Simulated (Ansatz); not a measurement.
# CH7BGeSe: the cost of one run

Method: PBE/def2-SVP with D3(BJ) dispersion; program: Ansatz 0.2.0, Gaussian basis.

## 1. The relaxed structure

The geometry comes from an earlier relaxation with PBE0-D4 in a triple-zeta def2 set; it is a stationary point, not always the lowest conformer.

SMILES `B[CH2][GeH2][SeH]`, 11 atoms, charge 0, spin multiplicity 1.

Atoms are counted from 1 here; the program's logs count them from 0.

Bond lengths: B1–C2 1.531 Å, B1–H5 1.198 Å, B1–H6 1.198 Å, C2–Ge3 1.982 Å, C2–H7 1.091 Å, C2–H8 1.093 Å, Ge3–Se4 2.360 Å, Ge3–H9 1.538 Å, Ge3–H10 1.539 Å, Se4–H11 1.469 Å. Angles: C2–B1–H5 120.6°, C2–B1–H6 120.5°, H5–B1–H6 118.8°, B1–C2–Ge3 103.8°, B1–C2–H7 116.5°, B1–C2–H8 115.9°, Ge3–C2–H7 104.6°, Ge3–C2–H8 103.0°, H7–C2–H8 111.0°, C2–Ge3–Se4 106.9°, C2–Ge3–H9 110.9°, C2–Ge3–H10 109.0°, Se4–Ge3–H9 110.3°, Se4–Ge3–H10 109.8°, H9–Ge3–H10 109.9°, Ge3–Se4–H11 92.9°.

## 2. Dynamics

File in.yaml:

```yaml
crystal:
  periodic: [false, false, false]
  atoms:
    - {symbol: B, position_ang: [-1.136218, 1.264529, -0.344691]}
    - {symbol: C, position_ang: [0.365456, 1.037500, -0.541239]}
    - {symbol: Ge, position_ang: [0.737547, -0.603262, 0.506673]}
    - {symbol: Se, position_ang: [-0.752795, -2.263260, -0.263912]}
    - {symbol: H, position_ang: [-1.929745, 0.785072, -1.102711]}
    - {symbol: H, position_ang: [-1.540204, 1.862310, 0.611504]}
    - {symbol: H, position_ang: [0.692520, 0.796871, -1.554377]}
    - {symbol: H, position_ang: [1.025175, 1.778292, -0.081817]}
    - {symbol: H, position_ang: [0.526416, -0.353836, 2.009148]}
    - {symbol: H, position_ang: [2.188771, -1.044313, 0.247469]}
    - {symbol: H, position_ang: [-0.111523, -3.316901, 0.534652]}
basis:
  gaussian: {orbitals: def2-SVP}
hamiltonian: {xc: {name: PBE}, dispersion: d3bj}
md: {timestep: 0.5 fs, n_steps: 50, ensemble: nvt_langevin, temperature: 700, initial_velocities: maxwell_boltzmann, friction: 0.01, seed: 914}
```

Run with:

```
$ ansatz run in.yaml --threads 4 --pin off --events-out ev --progress --plain --max-ram 10444MiB
```

What time and memory should one allow on 4 threads of Arm Neoverse V2, shared host?

About 69 s, with a peak of 0.54 GiB.
